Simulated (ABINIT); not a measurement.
Input of an ABINIT 10.8.3 (patched build) run:

File run.abi:

```
pp_dirpath "./"
pseudos "Ga.LDA_PW-JTH.xml"

acell 4.4482707314 4.4482707314 4.524 Angstrom
rprim
     0.5083998112    -0.8611211483     0.0000000000
     0.5083998112     0.8611211483     0.0000000000
     0.0000000000     0.0000000000     1.0000000000
ntypat 1
znucl 31
natom 4
typat 1 1 1 1
xred
     0.3451000000     0.6549000000     0.4190000000
     0.1549000000     0.8451000000     0.9190000000
     0.6549000000     0.3451000000     0.5810000000
     0.8451000000     0.1549000000     0.0810000000
chkprim 0
chksymtnons 0
tolsym 1.0e-6

ecut 17.0
pawecutdg 34.0

kptopt 1
ngkpt 7 7 6
nshiftk 1
shiftk 0.0 0.0 0.0

ixc 7

nband 32
occopt 3
tsmear 0.05 eV

nstep 100
tolvrs 1.0e-9

iomode 3
prtwf 0
prtden 0
prteig 0
prtebands 0

ionmov 2
ntime 60
tolmxf 0.0005
optcell 2
dilatmx 1.08
ecutsm 0.5
```

Potentials or basis: JTH PAW LDA v2.0.

The run is started by

```console
$ mpirun --bind-to none -np 4 abinit run.abi > log 2>&1
```

Q: Estimate the relaxed cell.

A: a = 4.340 Å, b = 4.340 Å, c = 4.483 Å, α = 90.00°, β = 90.00°, γ = 119.66°.

Q: Estimate the space group after relaxing (to 0.05 Å).

A: Cmce (No. 64).

Q: What does it give for the relaxed volume?

A: 18.34 Å³/atom.

Q: What does it give for the band gap on the k mesh?

A: None (metal or under the smearing width).

The path:
```tsv
step	energy change (eV)	largest force (eV/Å)	pressure (GPa)	volume (Å³)
1	0.0000	0.1334	-3.63	78.38
2	-0.0192	0.1137	-3.10	77.51
3	-0.0634	0.0518	0.61	72.75
4	-0.0650	0.0375	0.01	73.40
5	-0.0654	0.0357	-0.03	73.44
6	-0.0684	0.0279	-0.10	73.44
7	-0.0686	0.0242	-0.03	73.36
```

LDA usually gives volumes a few per cent too small. Zero-point motion and thermal expansion aren't in these numbers.
